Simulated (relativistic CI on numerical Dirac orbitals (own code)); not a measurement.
# Mg: one ion under different settings

How much do the settings matter for Mg? One ion, several inputs.

Program: relativistic CI on numerical Dirac orbitals (own code) version 3. Level of theory: Dirac-Coulomb-Breit CI, KLI orbitals optimised for each configuration, model QED (radiative potential, 1s self-energy scaled to tabulated hydrogen-like ionisation energies), numerical settings as typed. These are calculated values, not measurements, unless marked.

## (1) The system

```
ion            : Mg (Mg I)
nuclear charge : 12
electrons      : 12
isotope        : A = 24
```

## (2) Usual settings

Settings, as recorded:

```ini
atom Mg  Z=12  charge=0  electrons=12
nucleus A=24  rms_radius_fm=3.0570
hamiltonian dirac-coulomb  breit=on  qed=on  c_scale=1
orbitals kli  potential=per-configuration
slater_scale 1
correlation none
mixing on
grid step=0.0125 r_max=102.8
scf mixing=0.4 start=green max_iterations=150 tolerance=2e-08 node_fill=0.05
configurations
  [Ne] 3s2
  [Ne] 3s 3p
end
```

Started as:

```console
$ python run_levels.py task.json out
```

task.json lists these runs, among others, and the program works through them in turn.

## (3) Breit term off, QED terms off

Changes to the settings of step 2:

```diff
@@ -2,3 +2,3 @@
 nucleus A=24  rms_radius_fm=3.0570
-hamiltonian dirac-coulomb  breit=on  qed=on  c_scale=1
+hamiltonian dirac-coulomb  breit=off  qed=off  c_scale=1
 orbitals kli  potential=per-configuration
```

## (4) Breit term off, node fill 0.01, QED terms off

Changes to the settings of step 3:

```diff
@@ -8,3 +8,3 @@
 grid step=0.0125 r_max=102.8
-scf mixing=0.4 start=green max_iterations=150 tolerance=2e-08 node_fill=0.05
+scf mixing=0.4 start=green max_iterations=150 tolerance=2e-08 node_fill=0.01
 configurations
```

## (5) Tolerance 0.0001

Settings, as recorded:

```ini
atom Mg  Z=12  charge=0  electrons=12
nucleus A=24  rms_radius_fm=3.0570
hamiltonian dirac-coulomb  breit=on  qed=on  c_scale=1
orbitals kli  potential=per-configuration
slater_scale 1
correlation none
mixing on
grid step=0.0125 r_max=102.8
scf mixing=0.4 start=green max_iterations=150 tolerance=0.0001 node_fill=0.05
configurations
  [Ne] 3s2
  [Ne] 3s 3p
end
```

## (6) Start potential previous

Changes to the settings of step 5:

```diff
@@ -8,3 +8,3 @@
 grid step=0.0125 r_max=102.8
-scf mixing=0.4 start=green max_iterations=150 tolerance=0.0001 node_fill=0.05
+scf mixing=0.4 start=previous max_iterations=150 tolerance=2e-08 node_fill=0.05
 configurations
```

## (7) Tolerance 0.05

Changes to the settings of step 6:

```diff
@@ -8,3 +8,3 @@
 grid step=0.0125 r_max=102.8
-scf mixing=0.4 start=previous max_iterations=150 tolerance=2e-08 node_fill=0.05
+scf mixing=0.4 start=green max_iterations=98 tolerance=0.05 node_fill=0.05
 configurations
```

(Steps that only read results are left out.)

Before running it: what results should come out? Wanted: lowest level, usual settings; total energy; first excitation.

**Answer**, as computed:

| setting | total energy less usual (Ha) | largest shift of a level among the lowest eight of both runs, same label and place (cm⁻¹) | SCF iterations | time | lowest level | kind of change |
| --- | --- | --- | --- | --- | --- | --- |
| usual | 0 | 0 | 22 | 0.045 s | 3s2 1S0 | - |
| Breit term off, QED terms off | -0.0524 | 9.64 | 22 | 0.028 s | 3s2 1S0 | model term |
| Breit term off, node fill 0.01, QED terms off | -0.0523 | 74.0 | 21 | 0.028 s | 3s2 1S0 | model term |
| tolerance 0.0001 | 5.52e-07 | 0.493 | 13 | 0.041 s | 3s2 1S0 | numerical |
| start potential previous | 0 | 0 | 19 | 0.044 s | 3s2 1S0 | numerical |
| tolerance 0.05 | 0.00085 | 447 | 6 | 0.037 s | 3s2 1S0 | unsound |

```
                    quantity         value
lowest level, usual settings       3s2 1S0
                total energy  -199.8788 Ha
            first excitation  15208.6 cm⁻¹
```

In words: Among the runs whose levels can be followed, they move most under «tolerance 0.05» (unsound), by up to 447 cm⁻¹. No visible change in the result comes from «tolerance 0.0001» or «start potential previous». Only the listed configurations are in the model. In a near-neutral ion this small CI can misplace whole configurations by 10,000 cm⁻¹ or more.
